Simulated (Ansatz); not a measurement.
# TaCo3: the cost of one run

Method: DFT PBEsol, scalar-relativistic, plane waves, PAW, in Ansatz 0.2.0.

## (1) The structure to begin with

It takes space group Pm-3m (No. 221, cubic). Conventional cell: a = 3.589 Å, b = 3.589 Å, c = 3.589 Å, α = 90.00°, β = 90.00°, γ = 90.00°. Around Ta (site symmetry m-3m) lie 12 Co at 2.54 Å. Co (site symmetry 4/mmm) has 4 Ta at 2.54 Å and 8 Co at 2.54 Å in its first shell of neighbours.

As a file:

```
Ta Co
1.0
     3.58901    0.00000    0.00000
     0.00000    3.58901    0.00000
     0.00000    0.00000    3.58901
Ta Co
1 3
Direct
  0.00000 0.00000 0.00000
  0.00000 0.50000 0.50000
  0.50000 0.00000 0.50000
  0.50000 0.50000 0.00000
```

It is the result of an earlier relaxation at this level (volume 11.56 Å³/atom; gap on the mesh: none (metal)).

## (2) The cell scaled to 0.97 of its volume

input.yaml

```yaml
crystal:
  lattice:
    - [3.5527583282, 0.0, 0.0]
    - [0.0, 3.5527583282, 0.0]
    - [0.0, 0.0, 3.5527583282]
  atoms:
    - { symbol: Ta, position: [0.0, 0.0, 0.0] }
    - { symbol: Co, position: [0.0, 0.5, 0.5] }
    - { symbol: Co, position: [0.5, 0.0, 0.5] }
    - { symbol: Co, position: [0.5, 0.5, 0.0] }
basis:
  ecutwfc: 420
kpoints:
  mp_grid: { grid: [12, 12, 12] }
hamiltonian:
  xc: pbesol
scf:
  occupations: { method: gaussian, width: 0.1 }
output:
  forces: true
  stress: true
  eigenvalues: true
```

Command:

```bash
$ ansatz run input.yaml --threads 1 --pin off --max-ram 2560MiB --backend cpu --events-out ev --progress --plain --runs-dir out
```

**Question.** How long does this run take on 1 thread of Arm Neoverse N1, shared host, and how much memory does it need?

About 11 s, with a peak of 0.39 GiB.
